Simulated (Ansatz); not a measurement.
# Hf: the cost of one run

Method: DFT PBEsol, scalar-relativistic, in Ansatz 0.2.0.

## 1. The starting structure

It takes space group Im-3m (No. 229, cubic). The conventional cell has a = 3.610 Å, b = 3.610 Å, c = 3.610 Å, α = 90.00°, β = 90.00°, γ = 90.00°. Hf (site symmetry m-3m) has 8 Hf at 3.13 Å as nearest neighbours.

Structure file:

```
Hf
1.0
    -1.80500    1.80500    1.80500
     1.80500   -1.80500    1.80500
     1.80500    1.80500   -1.80500
Hf
1
Direct
  0.00000 0.00000 0.00000
```

The cell comes from a crystallographic database entry that wasn't checked; take it as a given geometry, which may be far from equilibrium.

## 2. Volume × 0.94, LAPW

input.yaml reads:

```yaml
crystal:
  lattice:
    - [-1.7681529262, 1.7681529262, 1.7681529262]
    - [1.7681529262, -1.7681529262, 1.7681529262]
    - [1.7681529262, 1.7681529262, -1.7681529262]
  atoms:
    - { symbol: Hf, position: [0.0, 0.0, 0.0] }
kpoints:
  mp_grid: { grid: [14, 14, 14] }
  band_path:
    path:
      - [0.0, 0.0, 0.0]
      - [0.5, -0.5, 0.5]
      - [0.0, 0.0, 0.5]
      - [0.0, 0.0, 0.0]
      - [0.25, 0.25, 0.25]
      - [0.5, -0.5, 0.5]
      - [0.25, 0.25, 0.25]
      - [0.0, 0.0, 0.5]
    npoints: 5
scf:
  occupations: { method: fermi_dirac, width: 0.05 }
hamiltonian:
  xc: pbesol
  pseudopotentials: { kind: all_electron, lapw: { basis_error: 0.0005 } }
output:
  forces: true
  stress: true
  eigenvalues: true
```

Launch:

```
$ ansatz run input.yaml --threads 1 --pin off --max-ram 3072MiB --backend cpu --events-out ev --progress --plain --runs-dir out
```

Q: Estimate wall time and peak memory on 1 thread of Intel Xeon Platinum 8375C at 2.90GHz (Ice Lake), shared host.

About 11 s, with a peak of 0.36 GiB.
